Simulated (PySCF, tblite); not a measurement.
# CH₆ClFPSi₂ radical: geometry, infrared bands and EPR parameters

Aim: predict the infrared bands and EPR parameters of CH₆ClFPSi₂ radical (`F[C@@H](Cl)[SiH2][SiH2][PH]`).

Programs: tblite 0.8.0 and PySCF 2.14.0, with density-fitted response routines of our own. Each step states its level of theory. These are calculated values for one molecule in the gas phase, unless marked as measured. Atoms are numbered from 0 throughout.

## Step 1: Starting geometry

12 atoms, charge 0, multiplicity 2; geometry from: force field or distance geometry start.

Bonds of the start (Å): F0–C1 1.40, C1–Cl2 1.76, C1–Si3 1.85, Si3–Si4 2.22, Si4–P5 2.16, C1–H6 1.10, Si3–H7 1.47, Si3–H8 1.45, Si4–H9 1.47, Si4–H10 1.48, P5–H11 1.42.

## Step 2: Relaxing the molecule with GFN2-xTB

Job settings and geometry (Å):

```
{"job": {"kind": "relax", "xc": "GFN2-xTB", "basis": "xTB"}, "charge": 0, "multiplicity": 2}
F      2.748400     0.112600     1.215400
C      1.916000     0.677000     0.247600
Cl     2.800500     1.171100    -1.194200
Si     0.704000    -0.628400    -0.256300
Si    -1.347300     0.186600    -0.029300
P     -2.780500    -1.434400     0.021600
H      1.371300     1.510600     0.712400
H      0.785800    -1.839800     0.577000
H      0.898000    -0.997800    -1.649900
H     -1.371200     0.993000     1.200200
H     -1.690900     1.077800    -1.160000
H     -4.032800    -0.828700     0.289500
```

The run is started by

```console
$ OMP_NUM_THREADS=1 python probes_run.py task.json out
```

The driver reads the jobs from task.json and runs them one after another.

Log:

```text
step      E/eV     max force
  0    -554.41715    2.313
  1    -554.56722    1.100
  2    -554.68264    0.688
  3    -554.74437    0.579
  4    -554.78539    0.465
  5    -554.79788    0.271
  6    -554.80725    0.282
  7    -554.81570    0.282
  8    -554.83050    0.443
  9    -554.84784    0.436
 10    -554.86037    0.246
 11    -554.86421    0.115
 12    -554.86538    0.092
 13    -554.86633    0.079
 14    -554.86737    0.085
 15    -554.86862    0.109
 16    -554.86989    0.098
 17    -554.87095    0.073
 18    -554.87182    0.074
 19    -554.87270    0.090
 20    -554.87365    0.110
 21    -554.87448    0.092
 22    -554.87503    0.067
 23    -554.87549    0.067
 24    -554.87606    0.078
 25    -554.87664    0.067
 26    -554.87704    0.042
 27    -554.87725    0.037
 28    -554.87742    0.049
 29    -554.87764    0.057
 30    -554.87790    0.039
 31    -554.87811    0.038
 32    -554.87827    0.041
 33    -554.87845    0.062
 34    -554.87871    0.075
 35    -554.87901    0.063
 36    -554.87932    0.057
 37    -554.87964    0.059
 38    -554.88007    0.070
 39    -554.88068    0.085
 40    -554.88139    0.076
 41    -554.88205    0.081
 42    -554.88273    0.088
 43    -554.88375    0.101
 44    -554.88542    0.160
 45    -554.88778    0.182
 46    -554.89068    0.168
 47    -554.89412    0.179
 48    -554.89853    0.240
 49    -554.89473    0.558
 50    -554.90763    0.679
 51    -554.91599    0.292
 52    -554.92505    0.205
 53    -554.92436    0.679
 54    -554.93495    0.140
 55    -554.93794    0.131
 56    -554.94238    0.251
 57    -554.94412    0.120
 58    -554.94571    0.095
 59    -554.94960    0.085
 60    -554.95253    0.136
 61    -554.95396    0.100
 62    -554.95480    0.059
 63    -554.95552    0.063
 64    -554.95609    0.069
 65    -554.95694    0.084
 66    -554.95817    0.096
 67    -554.95963    0.091
 68    -554.96086    0.065
 69    -554.96174    0.048
 70    -554.96217    0.039
 71    -554.96235    0.031
 72    -554.96247    0.027
 73    -554.96254    0.024
 74    -554.96261    0.033
 75    -554.96270    0.034
 76    -554.96317    0.050
 77    -554.96343    0.046
 78    -554.96381    0.043
 79    -554.96400    0.030
 80    -554.96416    0.045
 81    -554.96442    0.070
 82    -554.96500    0.099
 83    -554.96607    0.130
 84    -554.96749    0.151
 85    -554.96899    0.118
 86    -554.96846    0.316
 87    -554.97045    0.073
 88    -554.97094    0.060
 89    -554.97175    0.105
 90    -554.97285    0.183
 91    -554.97427    0.128
 92    -554.97710    0.136
 93    -554.97877    0.206
 94    -554.97219    0.519
 95    -554.98008    0.118
 96    -554.98079    0.092
 97    -554.97778    0.411
 98    -554.98215    0.062
 99    -554.98273    0.052
100    -554.98357    0.133
101    -554.98405    0.065
102    -554.98464    0.041
103    -554.98504    0.046
104    -554.98534    0.034
105    -554.98566    0.043
106    -554.98594    0.073
107    -554.98627    0.092
108    -554.98668    0.094
109    -554.98727    0.082
110    -554.98789    0.067
111    -554.98845    0.038
112    -554.98874    0.023
113    -554.98882    0.021
114    -554.98886    0.019
115    -554.98889    0.038
116    -554.98894    0.019
117    -554.98900    0.018
118    -554.98912    0.022
119    -554.98923    0.027
120    -554.98936    0.024
121    -554.98941    0.014
122    -554.98943    0.008
```

Run time: 0.89 s. Hardware: 1 thread of Arm Neoverse V2, shared host.

The steps of the relaxation: (not every step is listed)

```csv
step,energy from step 0 (eV),largest force (eV/Å)
0,0.0000,2.3132
1,-0.1501,1.0995
2,-0.2655,0.6878
3,-0.3272,0.5788
4,-0.3682,0.4651
5,-0.3807,0.2708
6,-0.3901,0.2824
7,-0.3986,0.2821
8,-0.4134,0.4428
18,-0.4547,0.0744
28,-0.4603,0.0489
38,-0.4629,0.0704
48,-0.4814,0.2404
58,-0.5286,0.0945
68,-0.5437,0.0650
78,-0.5467,0.0432
88,-0.5538,0.0595
98,-0.5650,0.0617
108,-0.5695,0.0939
117,-0.5719,0.0175
118,-0.5720,0.0222
119,-0.5721,0.0267
120,-0.5722,0.0237
121,-0.5723,0.0139
122,-0.5723,0.0081
```

Distances of close pairs at the start and the end, largest changes first:

```csv
bond,before (Å),after (Å),change (Å)
Si3–Si4,2.219,2.333,+0.114
C1–Si3,1.851,1.934,+0.083
Si4–P5,2.164,2.214,+0.049
F0–C1,1.396,1.363,-0.033
P5–H11,1.417,1.389,-0.027
C1–Cl2,1.762,1.787,+0.025
Si4–H10,1.480,1.465,-0.015
Si3–H8,1.455,1.463,+0.009
```

The end geometry stands in the next job.

## Step 3: Vibrational analysis with GFN2-xTB

Job settings and geometry (Å):

```
{"job": {"kind": "ir", "xc": "GFN2-xTB", "basis": "xTB"}, "charge": 0, "multiplicity": 2}
F      3.134468    -0.086599     0.394744
C      1.929650     0.545968     0.313472
Cl     1.999306     1.699874    -1.049896
Si     0.519422    -0.729795    -0.037475
Si    -1.486610     0.436267    -0.283991
P     -3.126627    -1.011983    -0.621191
H      1.833102     1.141462     1.225116
H      0.591599    -1.654351     1.103753
H      0.981680    -1.456610    -1.220440
H     -1.746560     1.263467     0.906061
H     -1.497058     1.331688    -1.443125
H     -3.131174    -1.480072     0.686946
```

Log:

```text
mode    cm-1     km/mol
  1      17.7      1.29
  2      38.9      1.46
  3      61.3      5.38
  4      96.0      2.27
  5     131.6     11.43
  6     174.4      2.47
  7     252.2     11.36
  8     334.4     54.01
  9     361.3      2.06
 10     406.4      3.55
 11     431.9      1.39
 12     495.5     18.33
 13     524.5      7.10
 14     538.5      8.17
 15     581.5    384.48
 16     650.2     11.93
 17     677.8    246.40
 18     714.9     11.26
 19     739.6     34.54
 20     773.5    287.91
 21     793.7     91.98
 22    1026.6     99.81
 23    1139.4      5.66
 24    1260.4     18.60
 25    2156.0    172.82
 26    2196.9    199.77
 27    2232.9    192.72
 28    2262.1    188.00
 29    2298.3    209.91
 30    2924.1     13.63
```

It took 0.44 s on 1 thread of Arm Neoverse V2, shared host.

Which atoms move in the most intense modes:

```csv
cm⁻¹,km/mol,atoms
582,384.5,"H10 48 %, H9 34 %"
678,246.4,"H8 34 %, H7 30 %, Si3 16 %"
774,287.9,"H7 42 %, H8 38 %"
2156,172.8,H9 96 %
2197,199.8,H7 92 %
2233,192.7,H10 89 %
2262,188.0,H8 96 %
2298,209.9,H11 93 %
```

## Step 4: g tensor and hyperfine couplings: B3LYP/pcH-1

The job, as its differences from that of step 3:

```diff
@@ -1,2 +1,2 @@
-{"job": {"kind": "ir", "xc": "GFN2-xTB", "basis": "xTB"}, "charge": 0, "multiplicity": 2}
+{"job": {"kind": "epr", "basis": "pcH-1"}, "charge": 0, "multiplicity": 2}
 F      3.134468    -0.086599     0.394744
```

Level: UKS B3LYP, pcH-1 on C Cl F H P Si, non-relativistic, mean-field spin-orbit, GIAO.

Log:

```text
UKS, coarse grid
  cycle   1  E = -1522.03987111  |g| = 4.15e-01
  cycle   2  E = -1521.96707942  |g| = 6.19e-01
  cycle   3  E = -1522.09360980  |g| = 6.63e-02
  cycle   4  E = -1522.09492687  |g| = 2.09e-02
  cycle   5  E = -1522.09512077  |g| = 5.19e-03
  cycle   6  E = -1522.09513652  |g| = 1.68e-03
  cycle   7  E = -1522.09513659  |g| = 8.25e-04
UKS, final grid
  cycle   1  E = -1522.09522732  |g| = 1.12e-03
  cycle   2  E = -1522.09522658  |g| = 1.71e-03
  cycle   3  E = -1522.09522795  |g| = 9.07e-05
  cycle   4  E = -1522.09522796  |g| = 4.27e-05
  cycle   5  E = -1522.09522796  |g| = 2.68e-05
E = -1522.09522796 Eh   <S^2> = 0.7535 (exact 0.7500)
g shifts (ppm)      1          2          3
  rmc          -162       -162       -162
  gc             -5         37         31
  oz_so          18       7164      21700
  total        -149       7039      21570
hyperfine (MHz)  atom isotope    a_iso     a_fc   dipolar eigenvalues
    0   19F       8.99       8.94     -8.44     -7.47     15.91
    1   13C      12.14      12.14     -1.12     -1.10      2.23
    2  35Cl      -0.11      -0.12     -0.18     -0.08      0.26
    3  29Si     -52.34     -52.41    -10.24      4.70      5.54
    4  29Si      28.44      28.57     -1.88     -0.12      2.00
    5   31P     108.76     109.19   -311.51   -295.28    606.80
    6    1H      -0.03      -0.03     -0.84     -0.24      1.08
    7    1H      -0.83      -0.83     -1.41     -0.77      2.18
    8    1H      -1.61      -1.61     -1.52     -0.76      2.28
    9    1H      50.91      50.90     -2.30     -1.22      3.52
   10    1H       3.81       3.79     -2.12     -1.84      3.96
   11    1H     -34.52     -34.74    -17.31      3.07     14.23
```

Run time: 87 s. Hardware: 1 thread of Arm Neoverse V2, shared host; peak memory 0.84 GiB.

Principal g values 2.00217, 2.00936, 2.02389; g(iso) = 2.01181, against 2.00232 for a free electron.

Hyperfine couplings, nucleus by nucleus at this fixed geometry (no averaging over rotations):

```csv
nuclei,isotope,a(iso) (MHz),"a(iso) (G, at g = 2.0023)",largest dipolar term (MHz)
P5,31P,108.8,38.8,606.8
Si3,29Si,-52.3,-18.7,-10.2
H9,1H,50.9,18.2,3.5
H11,1H,-34.5,-12.3,-17.3
Si4,29Si,28.4,10.1,2.0
C1,13C,12.1,4.3,2.2
F0,19F,9.0,3.2,15.9
H10,1H,3.8,1.4,4.0
H8,1H,-1.6,-0.6,2.3
H7,1H,-0.8,-0.3,2.2
Cl2,35Cl,-0.1,0.0,0.3
H6,1H,0.0,0.0,1.1
```

Mulliken spin populations:

```csv
atom,value (e)
F0,0.00
C1,0.01
Cl2,0.00
Si3,0.04
Si4,-0.04
P5,0.98
H6,0.00
H7,0.00
H8,0.00
H9,0.03
H10,0.00
H11,-0.03
```

In first order the couplings over 0.8 MHz of 31P, 1H, 19F give 128 distinct lines over 74.7 G.

Orbitals, density, ELF and potential are computed afterwards from the orbital file.

ELF in a plane through or near 5 of the atoms.

Ten even steps from ' ' (0.00) to '@' (1.00):
```
                                                        
                                                        
                ....                                    
            ..--==----..                                
          ::==**####**--      ........                  
          --**##%%%%##==      ::----::..                
          --++####**++--    ..::----::::....::::..      
            ::--++++::      ::........----==++++==::    
              ::++++--::..--**::++##..******####**--    
          ::::--::--++##==**@@##  ::::%%##**####**==..  
        ==%%%%##**::%%@@::..##@@##==****++**##**==--..  
        ==%%++****--##++....::##++::::==%%@@@@**--..    
        ::**%%%%++  ::--::::++==..    ++@@@@@@##..      
          --****--  ..##@@@@@@**..    ==@@@@@@++..      
                    --@@@@@@@@%%..    ..==++==..        
                    --@@@@@@@@##..        ..            
                    ..**%%@@%%==                        
                      ..----::                          
                                                        
                                                        
```
The map spans 11.8 Å across and 9.1 Å up, centred on the molecule. Atoms in the plane (x, y in Å): F0 (-3.1, -0.7), C1 (-2.0, 0.1), Si4 (1.4, 0.7), H7 (-0.3, -2.0), H11 (3.3, -1.1).

On the surface of density 0.002 e/bohr³ the electrostatic potential runs, from the 1st to the 99th percentile, from -0.77 V near F0 to 1.59 V near H6.

The spin density lies nearest to P5 78 %; H11 10 %.

## Step 5: Results

```
                                                                  quantity                 value
                                 strongest single infrared mode (GFN2-xTB)  582 cm⁻¹, 384 km/mol
                                              zero-point energy (GFN2-xTB)         37.6 kcal/mol
                                                            g(iso) (B3LYP)               2.01181
                                                                      ⟨S²⟩    0.754 (exact 0.75)
                                                            largest a(iso)  31P on P5, 108.8 MHz
potential on the surface of density 0.002 e/bohr³, 1st and 99th percentile    -0.77 V and 1.59 V
```

What this shows: The optimisation took 122 steps and gained 0.572 eV; among the close pairs (by a distance rule), Si3–Si4 changed most, from 2.219 to 2.333 Å. No mode is imaginary among the 30: a minimum at this level. The strongest single mode, at 582 cm⁻¹, moves mainly H10 and H9. GFN2-xTB is a fitted tight-binding method: band positions and strengths are rough. Its intensities can rank the bands wrongly. P5 carries the largest spin population, 0.98 e. The isotropic g lies 9.5 ppt above the free-electron value. These values are for one conformer; the search (at its own cheap level) found 2 more, at 0.19, 0.45 kcal/mol, and measured spectra average over such forms.
